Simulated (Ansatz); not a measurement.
# Cl2FH3HfOSi: molecular dynamics

Purpose: to follow the molecule's vibrations and see whether its bonds hold. The start is relaxed first. Runs: 300 steps of 0.5 fs under a Langevin thermostat at 2000 K.

Program: Ansatz 0.2.0. Level of theory: RKS BLYP/def2-SVP. These are calculated values, not measurements.

### 1 The starting structure

Bond lengths: Hf1–F2 1.980 Å, Hf1–Cl3 2.520 Å, Hf1–Cl4 2.518 Å, Hf1–O5 2.069 Å, Hf1–Si6 3.330 Å, O5–Si6 1.680 Å, Si6–H7 1.460 Å, Si6–H8 1.460 Å, Si6–H9 1.460 Å. Angles (14 of 21 angles, heavy atoms first): F2–Hf1–Cl3 109.5°, F2–Hf1–Cl4 109.5°, F2–Hf1–O5 109.5°, F2–Hf1–Si6 85.4°, Cl3–Hf1–Cl4 109.5°, Cl3–Hf1–O5 109.5°, Cl3–Hf1–Si6 123.5°, Cl4–Hf1–O5 109.5°, Cl4–Hf1–Si6 116.0°, O5–Hf1–Si6 24.4°, Hf1–O5–Si6 125.0°, Hf1–Si6–O5 30.6°, Hf1–Si6–H7 80.7°, Hf1–Si6–H8 111.5°.

Coordinates:

```xyz
9

Hf    0.0000    0.0000    0.0000
F     0.0000    0.0000    1.9800
Cl    2.3764    0.0000   -0.8392
Cl   -1.1869    2.0563   -0.8392
O    -0.9750   -1.6891   -0.6893
Si   -1.8567   -2.7511    0.2684
H    -1.4471   -2.6052    1.6622
H    -3.2801   -2.4505    0.1462
H    -1.6101   -4.1218   -0.1696
```

### 2 Preparing the start

Input file input.yaml:

```yaml
crystal:
  periodic: [false, false, false]
  atoms:
    - { symbol: Hf, position_ang: [0.0, 0.0, 0.0] }
    - { symbol: F, position_ang: [0.0, 0.0, 1.98] }
    - { symbol: Cl, position_ang: [2.3764, 0.0, -0.8392] }
    - { symbol: Cl, position_ang: [-1.1869, 2.0563, -0.8392] }
    - { symbol: O, position_ang: [-0.975, -1.6891, -0.6893] }
    - { symbol: Si, position_ang: [-1.8567, -2.7511, 0.2684] }
    - { symbol: H, position_ang: [-1.4471, -2.6052, 1.6622] }
    - { symbol: H, position_ang: [-3.2801, -2.4505, 0.1462] }
    - { symbol: H, position_ang: [-1.6101, -4.1218, -0.1696] }
basis:
  gaussian: { orbitals: def2-SVP }
hamiltonian:
  xc: blyp
relax:
  f_tol: 0.02
  max_steps: 40
```

Started as:

```bash
$ ansatz run input.yaml --threads 2 --pin off --max-ram 3072MiB --backend cpu --events-out ev --progress --plain --runs-dir out
```

After this run come: The run.

**Question.** What will these runs give? Wanted: relaxation of the start; temperature, first and last step; temperature, second half; potential energy, second half; bonds formed or broken.

The runs gave:

```
                        quantity                            value
         relaxation of the start         10 moves, 0.767 eV lower
                          length              300 steps of 0.5 fs
temperature, first and last step                  1778 and 2528 K
        temperature, second half  mean 1850 K, from 937 to 2978 K
   potential energy, second half     +189 meV/atom from the start
          bonds formed or broken                                0
```

In words: Against a set 2000 K the second half averages 1850 K with a spread of 437 K. No bond forms or breaks. 150 fs on 9 atoms is far too short and small for converged averages. The nuclei move classically, without zero-point motion, which matters most for hydrogen.
